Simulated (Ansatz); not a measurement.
# C2H8BGaO: one species, many methods

How much do the methods differ for C2H8BGaO? The plan is to run it at one geometry with functionals of several rungs and with coupled cluster. The yardstick is the atomisation energy at the CCSD(T) limit.

The runs use Ansatz 0.2.0, Gaussian basis; functionals in def2-TZVPP, the program's frozen cores in correlated methods.

The runs, in order: PBE-D4, r2SCAN-D4, PBE0-D4, B3LYP-D4, ωB97X-V, ωB97M-V, B2PLYP; CCSD(T)/def2-TZVPP; MP2/def2-QZVPP; extrapolation to the limit.

### Step 1. Structure used throughout

All runs share one geometry, relaxed beforehand with PBE0-D4 in a triple-zeta def2 set.

SMILES `B[CH]([GaH2])CO`, 13 atoms, charge 0, spin multiplicity 1.

Atoms are counted from 1 here; the program's logs count them from 0.

Bond lengths: B1–C2 1.491 Å, B1–H6 1.203 Å, B1–H7 1.201 Å, C2–Ga3 2.109 Å, C2–C4 1.499 Å, C2–H8 1.090 Å, Ga3–H9 1.564 Å, Ga3–H10 1.568 Å, C4–O5 1.476 Å, C4–H11 1.092 Å, C4–H12 1.092 Å, O5–H13 0.962 Å. Angles: C2–B1–H6 120.2°, C2–B1–H7 120.7°, H6–B1–H7 118.9°, B1–C2–Ga3 93.9°, B1–C2–C4 122.4°, B1–C2–H8 120.4°, Ga3–C2–C4 91.2°, Ga3–C2–H8 102.0°, C4–C2–H8 114.3°, C2–Ga3–H9 114.1°, C2–Ga3–H10 120.6°, H9–Ga3–H10 124.0°, C2–C4–O5 105.6°, C2–C4–H11 111.3°, C2–C4–H12 114.3°, O5–C4–H11 108.2°, O5–C4–H12 107.4°, H11–C4–H12 109.8° and more.

### Step 2. PBE-D4 (GGA)

in.yaml reads:

```yaml
crystal:
  periodic: [false, false, false]
  atoms:
    - {symbol: B, position_ang: [-0.598492, 0.813415, 1.482830]}
    - {symbol: C, position_ang: [-0.828059, -0.094310, 0.322226]}
    - {symbol: Ga, position_ang: [0.309659, 1.081945, -1.008604]}
    - {symbol: C, position_ang: [0.035745, -1.289459, 0.053740]}
    - {symbol: O, position_ang: [0.734375, -0.998842, -1.213040]}
    - {symbol: H, position_ang: [0.378302, 0.678475, 2.171342]}
    - {symbol: H, position_ang: [-1.335710, 1.737416, 1.694697]}
    - {symbol: H, position_ang: [-1.798457, -0.121944, -0.173454]}
    - {symbol: H, position_ang: [-0.455841, 1.499726, -2.306372]}
    - {symbol: H, position_ang: [1.669763, 1.713062, -0.551409]}
    - {symbol: H, position_ang: [0.787844, -1.419067, 0.835215]}
    - {symbol: H, position_ang: [-0.517149, -2.220966, -0.085249]}
    - {symbol: H, position_ang: [1.618010, -1.379461, -1.221901]}
basis:
  gaussian: {orbitals: def2-TZVPP}
hamiltonian: {xc: pbe, dispersion: d4}
output: {forces: true, orbitals: {seedname: orbitals}}
```

Run with:

```bash
ansatz run in.yaml --threads 2 --pin off --events-out ev --progress --plain --max-ram 22528MiB --backend cuda --devices 0, --max-vram 18GiB
```

The runs that follow: r2SCAN-D4 (meta-GGA); PBE0-D4 (hybrid); B3LYP-D4 (hybrid); ωB97X-V (range-separated); ωB97M-V (range-separated); B2PLYP (double hybrid); CCSD(T) in def2-TZVPP; MP2 in def2-QZVPP.

Before running them: what should the planned runs give, taken together? Wanted: atomisation energy, CCSD(T)/CBS; farthest; mean size of error, hybrid; mean size of error, range-separated; gap, smallest and largest; T1 diagnostic; triples share of the correlation energy.

The runs gave:

```
                               quantity                                           value
        atomisation energy, CCSD(T)/CBS                                   4533.5 kJ/mol
 functionals within 45.3 kJ/mol (1.0 %)  r2SCAN-D4, PBE0-D4, B3LYP-D4, ωB97X-V, ωB97M-V
                               farthest                           PBE-D4 (+59.7 kJ/mol)
             mean size of error, hybrid                                      9.4 kJ/mol
    mean size of error, range-separated                                      8.6 kJ/mol
              gap, smallest and largest            4.58 eV (PBE-D4), 10.76 eV (ωB97X-V)
                          T1 diagnostic                                          0.0124
triples share of the correlation energy                                           3.9 %
```

PBE-D4 is off by +59.7 kJ/mol. Double hybrids carry the basis error of their MP2 part in triple zeta, and no dispersion term here, so their miss is partly the set-up's. Misses under about 45.3 kJ/mol are within the doubt on the reference itself, which lacks core-valence correlation, relativity and higher excitations, and its outer-core shells are covered unevenly. Hartree-Fock recovers 74 % of the binding; the rest is correlation. Orbital gaps span 4.6 to 10.8 eV; exact exchange widens them. Correlated methods include outer-core shells of Ga, which these sets cover unevenly.
